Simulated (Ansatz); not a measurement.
Predict the output of the script below (the Python package of Ansatz (0.2.0)).

Script `geh_x2c.py`:
```python
"""Scalar relativity in GeH(-)."""

import ansatz as az
import numpy as np


def main() -> None:
    geometry_ang = [
        ("Ge", (0.0, 0.0, 0.0)),
        ("H", (0.0, 0.0, 1.58)),
    ]
    geometry = az.Crystal.molecule()
    for symbol, xyz in geometry_ang:
        geometry = geometry.atom(symbol, xyz)

    job = geometry.calculation()
    job = job.functional("HF")
    job = job.charge(-1)
    job = job.spin("collinear", total=2)
    job = job.forces()
    # a set contracted for a scalar-relativistic Hamiltonian goes with the relativistic run
    sets = {"none": "cc-pVTZ", "scalar": "cc-pVTZ-DK"}
    found = {kind: job.basis(gaussian=basis).pseudopotentials(relativity=kind).run().report for kind, basis in sets.items()}
    for kind, each in found.items():
        dipole = 4.803205 * np.linalg.norm(each["charge_distribution"]["dipole_moment_e_ang"])
        print(f"{kind:7s} E = {each['free_energy_ev']:.4f} eV  dipole {dipole:.3f} D  largest force component {np.abs(each['forces_ev_ang']).max():.4f} eV/A")
    print(f"relativity lowers the total energy by {found['none']['free_energy_ev'] - found['scalar']['free_energy_ev']:.3f} eV")


if __name__ == "__main__":
    main()
```

```console
$ python geh_x2c.py
none    E = -56489.6548 eV  dipole 0.075 D  largest force component 0.5584 eV/A
scalar  E = -57080.1656 eV  dipole 0.188 D  largest force component 0.5298 eV/A
relativity lowers the total energy by 590.511 eV
```

Notes:
- Total energies depend on the basis set; only differences at equal settings carry meaning.
- The geometry is a force-field or estimated start, not a minimum of this method. The basis set changes with the Hamiltonian (a set recontracted for scalar relativity), and most of the change in the total lies in the cores.
- The run takes the species as open-shell (spin multiplicity 3), which needn't be its ground state.
- An ion's dipole depends on the origin; the program takes it about the centre of nuclear charge.
- The spin state was assumed, and another may lie lower.
- Anions want diffuse functions, which this basis lacks.
- It ran for 1.4 s on 1 thread of Arm Neoverse V2, on a shared host, peak memory 0.17 GiB.
